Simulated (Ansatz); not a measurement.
# BH3OS2Si, SMILES OB[SiH]1SS1: a single point in a Gaussian basis

With the Ansatz DFT code, driven from Python.

Typed at the interpreter:
```pycon
>>> from pathlib import Path
>>> import json
>>> import ansatz as az
>>> import numpy as np
>>> GEOMETRY = """
... O    -0.02060    1.15360    1.67840
... B     0.70030    0.55780    0.60450
... Si   -0.03810   -0.99330   -0.32490
... S    -1.74880   -0.51550   -1.32280
... S     0.00060   -0.81650   -2.45110
... H    -0.61850    1.89470    1.19990
... H     1.78760    0.99440    0.30570
... H     0.02970   -2.33230    0.25440
... """
>>> molecule = az.Crystal.molecule()
>>> for line in GEOMETRY.strip().splitlines():
...     symbol, *xyz = line.split()
...     molecule = molecule.atom(symbol, [float(v) for v in xyz])
...
>>> calc = (
...     molecule.calculation()
...     .basis(gaussian="cc-pVDZ")  # atom-centred Gaussian functions
...     .functional("b3lyp", dispersion="d4")
...     .forces()  # eV per angstrom
...     .orbitals()
... )
>>> outcome = calc.run(threads=1, backend="cpu", runs_dir="bh3os2si_runs")

>>> summary = outcome.report
>>> summary["reference_energy_ev"]
-32322.505251240425
>>> summary["mean_field"]["state"]["spin_squared"]
1.4210854715202004e-14
>>> summary["positions_ang"]
[[-0.0206, 1.1536, 1.6784], [0.7003, 0.5578, 0.6045], [-0.0381, -0.9933, -0.3249], [-1.7488, -0.5155, -1.3228], [0.0006, -0.8165, -2.4511], [-0.6185, 1.8947, 1.1999], [1.7876, 0.9944, 0.3057], [0.0297, -2.3323, 0.2544]]
>>> for key in ("converged", "free_energy_ev", "reference_energy_ev", "n_frozen", "n_occupied", "n_virtual"):
...     print(f"{key:22s} {summary[key]}")
...
converged              True
free_energy_ev         -32322.91499493439
reference_energy_ev    -32322.505251240425
n_frozen               0
n_occupied             [31, 31]
n_virtual              [66, 66]
>>> symbols = [site.symbol for site in molecule.cartesian_sites]
>>> forces = np.array(summary["forces_ev_ang"])
>>> print("largest force", round(float(np.linalg.norm(forces, axis=1).max()), 4), "eV/A, rms", round(float(np.sqrt((forces ** 2).mean())), 4))
largest force 3.6455 eV/A, rms 1.3605
>>> charges = summary["charge_distribution"]
>>> dipole = np.array(charges["dipole_moment_e_ang"]) * 4.803205
>>> print("dipole (D): {:.3f} {:.3f} {:.3f}, length {:.3f}".format(*dipole, np.linalg.norm(dipole)))
dipole (D): 0.400 0.869 1.395, length 1.691
>>> print("atom  Mulliken   Lowdin")
atom  Mulliken   Lowdin
>>> for symbol, m, l in zip(symbols, charges["mulliken_charges_e"], charges["lowdin_charges_e"]):
...     print(f"{symbol:4s} {m:9.3f} {l:8.3f}")
...
O       -0.203    0.289
B        0.109   -0.438
Si       0.274   -0.133
S       -0.146    0.151
S       -0.159    0.100
H        0.217    0.101
H       -0.061   -0.024
H       -0.031   -0.046
>>> lines = Path(summary["orbitals_path"]).read_text().splitlines()
>>> field_of = lambda key: [line.split("=")[1].strip() for line in lines if line.startswith(key)]
>>> orbitals = [(27.211386 * float(e), s, float(n)) for e, s, n in zip(field_of("Ene="), field_of("Spin="), field_of("Occup="))]
>>> homo = max(e for e, _, n in orbitals if n > 0.5)
>>> lumo = min(e for e, _, n in orbitals if n < 0.5)
>>> for e, spin, n in sorted(orbitals):
...     if homo - 6 < e < lumo + 5:
...         print(f"{spin:6s} {e:10.3f} eV  occupation {n:.0f}")
...
Alpha     -11.153 eV  occupation 2
Alpha     -10.757 eV  occupation 2
Alpha     -10.645 eV  occupation 2
Alpha      -9.677 eV  occupation 2
Alpha      -8.790 eV  occupation 2
Alpha      -8.103 eV  occupation 2
Alpha      -7.276 eV  occupation 2
Alpha      -5.888 eV  occupation 2
Alpha      -2.425 eV  occupation 0
Alpha      -1.282 eV  occupation 0
Alpha      -0.771 eV  occupation 0
Alpha       0.591 eV  occupation 0
Alpha       1.017 eV  occupation 0
Alpha       1.972 eV  occupation 0
>>> with open("bh3os2si.json", "w") as handle:
...     json.dump({k: summary[k] for k in ("free_energy_ev", "reference_energy_ev", "n_occupied", "n_virtual")}, handle, indent=1)
...
```

File `bh3os2si.json` afterwards:
```json
{
 "free_energy_ev": -32322.91499493439,
 "reference_energy_ev": -32322.505251240425,
 "n_occupied": [
  31,
  31
 ],
 "n_virtual": [
  66,
  66
 ]
}
```

What to keep in mind:
- Total energies depend on the basis set; only differences at equal settings carry meaning.
- The geometry is a force-field or estimated start, not a minimum of this method, and the basis set is short of its limit.
- The Löwdin charges here are taken after orthogonalising the functions within each atom; they differ from plain Löwdin charges, and their signs can be unphysical.
- Alpha marks a spatial orbital of a restricted run, filled by both spins.
- Total less reference energy is the dispersion correction.
- b3lyp holds the VWN-RPA fit, as in Gaussian; the form of ORCA and Turbomole is b3lyp5.
- Levels such as HOMO and LUMO are orbital energies: with these approximate functionals they aren't the ionisation energy and electron affinity, and their gap isn't the fundamental gap.
- Finished in 21 s on 1 thread of Intel(R) Xeon(R) Processor @ 2.50GHz (Skylake/Cascade Lake), on a shared host, peak memory 0.28 GiB.

(Lines on the test bed's own set-up are left out of the output.)
